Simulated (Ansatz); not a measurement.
# LaOsN3: the cost of one run

Computed with Ansatz 0.2.0 (DFT PBEsol+U (U_eff = 1 eV on Os d), plane waves, PAW, no spin–orbit coupling unless a run says so, unless a step's input says otherwise).

**1. The structure to begin with**

Symmetry: Pm-3m, No. 221, cubic system. The conventional cell has a = 3.951 Å, b = 3.951 Å, c = 3.951 Å, α = 90.00°, β = 90.00°, γ = 90.00°. La (site symmetry m-3m) is surrounded by 12 N at 2.79 Å. N (site symmetry 4/mmm) has 2 Os at 1.98 Å and 4 La at 2.79 Å as nearest neighbours. Os (site symmetry m-3m) has 6 N at 1.98 Å as nearest neighbours.

Coordinates:

```
La N Os
1.0
     3.95056    0.00000    0.00000
     0.00000    3.95056    0.00000
     0.00000    0.00000    3.95056
La N Os
1 3 1
Direct
  0.50000 0.50000 0.50000
  0.50000 0.00000 0.00000
  0.00000 0.50000 0.00000
  0.00000 0.00000 0.50000
  0.00000 0.00000 0.00000
```

**2. Ferromagnetic start, free, symmetry kept, no search**

Contents of input.yaml:

```yaml
crystal:
  lattice:
    - [3.95055592, 0.0, 0.0]
    - [0.0, 3.95055592, 0.0]
    - [0.0, 0.0, 3.95055592]
  atoms:
    - { symbol: La, position: [0.5, 0.5, 0.5] }
    - { symbol: "N", position: [0.5, 0.0, 0.0] }
    - { symbol: "N", position: [0.0, 0.5, 0.0] }
    - { symbol: "N", position: [0.0, 0.0, 0.5] }
    - { symbol: Os, position: [0.0, 0.0, 0.0], spin: 2.0 }
basis:
  ecutwfc: 420
  ecutrho_ratio: 4
kpoints:
  mp_grid: { grid: [5, 5, 5] }
hamiltonian:
  xc: pbesol
  hubbard: { sites: [{ site: 4, l: d, u_eff: 1.0 }] }
scf:
  occupations: { method: gaussian, width: 0.05 }
  lower_state_search: "off"
  max_iter: 150
output:
  forces: true
  stress: true
  eigenvalues: true
  populations: true
  hubbard: { sites: [{ site: 4, l: d }] }
magnetization:
  spin_polarized: true
```

The run is started by

```
> ansatz run input.yaml --threads 4 --pin off --max-ram 6144MiB --backend cpu --events-out ev --progress --plain --runs-dir out
```

**Question.** How long does this run take on 4 threads of Intel Xeon at 2.70GHz, shared host, and how much memory does it need?

About 3.4 s, with a peak of 0.45 GiB.
